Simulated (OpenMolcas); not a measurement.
**Yb³⁺ among point charges: CASSCF levels and susceptibility**

Aim: the splitting of the states of Yb³⁺ in the field of 7 point charges, its lowest levels with spin-orbit coupling and its magnetic susceptibility.

Program: OpenMolcas 26.06. Level of theory: state-averaged CASSCF, spin-orbit coupling by RASSI with atomic mean-field integrals. These are calculated values, not measurements, unless marked.

### Step 1. The system

- Species: Yb³⁺ (ytterbium, Z = 70, 67 electrons)
- Basis: ANO-RCC-VDZP [7s6p4d2f1g], 68 functions
- Scalar Hamiltonian: DKH2, point nucleus
- Inactive shells: 1s 2s 2p 3s 3p 3d 4s 4p 4d 5s 5p
- Active space: 13 electrons in 7 orbitals (4f)
- Some configurations of this space: 4f13
- Orbitals: optimised for the highest spin of each parity, averaged over all roots

Outer shells as boxes (Hund's rule):

4f13
```
4f [↑↓][↑↓][↑↓][↑↓][↑↓][↑↓][↑ ]
```

The ion sits among 7 point charges of -1 e arranged as a pentagonal bipyramid (D5h), 2.67 Å from the ion, with the axial distance 2.430 Å.

The work runs as a chain of OpenMolcas steps in one folder; each step below is one input file. Labels, J, g values, rates, χT and fits are worked out afterwards by a script from the matrices that RASSI stores.

### Step 2. GATEWAY and SEWARD: basis and integrals

The input, a.inp:

```
&GATEWAY
Coord
1

Yb 0.0 0.0 0.0
Basis=ANO-RCC-VDZP
Group=NoSym
NoMove
AngMom=0.0 0.0 0.0
AMFI
XField
7 Angstrom 0
2.670000 0.000000 0.000000 -1.000000
0.825075 2.539321 0.000000 -1.000000
-2.160075 1.569387 0.000000 -1.000000
-2.160075 -1.569387 0.000000 -1.000000
0.825075 -2.539321 0.000000 -1.000000
0.000000 0.000000 2.429700 -1.000000
0.000000 0.000000 -2.429700 -1.000000
&SEWARD
```

The run is started by

```console
$ OMP_NUM_THREADS=1 MOLCAS_MEM=2252 MOLCAS_PROJECT=a pymolcas a.inp > a.log
```

### Step 3. CASSCF: doublets, 7 roots

The input, a.inp:

```
&RASSCF
FileOrb=start.orb
Symmetry=1
Spin=2
nActEl=13 0 0
Inactive=27
Ras2=7
CIRoot=7 7 1
SDav=7
CIMx=300
Iter=120 100
PrWF=0.3
OrbListing=Nothing
MaxOrb=0
>>> COPY $Project.JobIph JOB001
```

start.orb holds the contracted functions of the basis, ordered by shell, or the orbitals of the step before.

### Step 4. RASSI: spin-orbit coupling between the states

The input, a.inp:

```
&RASSI
NrOfJobIphs=1 7
1 2 3 4 5 6 7
IphNames
JOB001
EJob
SpinOrbit
DIPRint=1.0
SOCoupling=1000.0
Subsets=2
Property=9
'ANGMOM' 1 'ANGMOM' 2 'ANGMOM' 3 'MLTPL  1' 1 'MLTPL  1' 2 'MLTPL  1' 3
'AMFI' 1 'AMFI' 2 'AMFI' 3
SOProperty=3
'ANGMOM' 1 'ANGMOM' 2 'ANGMOM' 3
```

**Question.** What will these runs give? Wanted: spin-free ground state; first state of the same spin within the active space; lowest level; next level.

**Answer**, as computed:

```
                                            quantity                                value
                                              method                               CASSCF
                              spin-free ground state  doublet, 1-fold in its orbital part
first state of the same spin within the active space                  doublet at 100 cm⁻¹
                                        lowest level         2-fold, g = 1.15, 4.58, 4.58
                                          next level                            98.5 cm⁻¹
                                         χT at 300 K                       2.55 cm³ K/mol
                           effective moment at 300 K                              4.52 μB
```

**Reading.** The spin-free ground state (doublet) comes to 100 % from free-ion F terms and keeps the highest spin of the shell. Point charges carry no covalency, so the field is a model and not that of real ligands.
